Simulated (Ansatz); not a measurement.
# CH5ClF2Mg: the cost of one run

All numbers below are computed with Ansatz 0.2.0 (UKS BHLYP/STO-3G).

## Step 1: The starting structure

Bond lengths: Mg1–C2 2.526 Å, Mg1–Cl3 2.117 Å, Mg1–H4 2.044 Å, Mg1–F5 2.349 Å, Mg1–H6 1.773 Å, Mg1–F7 1.924 Å, C2–H8 1.085 Å, C2–H9 1.090 Å, C2–H10 1.088 Å. Angles (14 of 21 angles, heavy atoms first): C2–Mg1–Cl3 123.0°, C2–Mg1–F5 95.1°, C2–Mg1–F7 70.3°, Cl3–Mg1–F5 120.5°, Cl3–Mg1–F7 162.0°, F5–Mg1–F7 65.6°, Mg1–C2–H8 139.2°, Mg1–C2–H9 88.3°, Mg1–C2–H10 99.4°, C2–Mg1–H4 83.0°, C2–Mg1–H6 32.0°, Cl3–Mg1–H4 148.0°, Cl3–Mg1–H6 153.4°, H4–Mg1–F5 30.5°.

Structure file:

```xyz
10

Mg   -0.9652    0.7130   -0.4588
C     0.4210   -1.3093    0.1476
Cl   -2.3381    0.7280   -2.0697
H     0.4730    1.7057    0.6018
F     0.8341    2.2220   -0.4103
H     0.0815   -0.0927    0.7243
F    -0.1829    0.9616    1.2811
H     1.2183   -1.5830    0.8307
H     0.8285   -1.2932   -0.8636
H    -0.3703   -2.0521    0.2169
```

## Step 2: Run 1

150 steps of 0.5 fs at constant energy, with velocities drawn for 100 K.

input.yaml reads:

```yaml
crystal:
  periodic: [false, false, false]
  atoms:
    - { symbol: Mg, position_ang: [-0.9652, 0.713, -0.4588] }
    - { symbol: C, position_ang: [0.421, -1.3093, 0.1476] }
    - { symbol: Cl, position_ang: [-2.3381, 0.728, -2.0697] }
    - { symbol: H, position_ang: [0.473, 1.7057, 0.6018] }
    - { symbol: F, position_ang: [0.8341, 2.222, -0.4103] }
    - { symbol: H, position_ang: [0.0815, -0.0927, 0.7243] }
    - { symbol: F, position_ang: [-0.1829, 0.9616, 1.2811] }
    - { symbol: H, position_ang: [1.2183, -1.583, 0.8307] }
    - { symbol: H, position_ang: [0.8285, -1.2932, -0.8636] }
    - { symbol: H, position_ang: [-0.3703, -2.0521, 0.2169] }
magnetization:
  spin_polarized: true
basis:
  gaussian: { orbitals: STO-3G }
hamiltonian:
  xc: { name: BHLYP }
md:
  timestep: 0.5
  n_steps: 150
  ensemble: nve
  temperature: 100.0
  initial_velocities: maxwell_boltzmann
  seed: 572414
```

Launch:

```bash
$ ansatz run input.yaml --threads 1 --pin off --max-ram 2048MiB --backend cpu --events-out ev --progress --plain --runs-dir out
```

Q: Estimate wall time and peak memory on 1 thread of Arm Neoverse V2, shared host.

About 7.4 min, with a peak of 0.14 GiB.
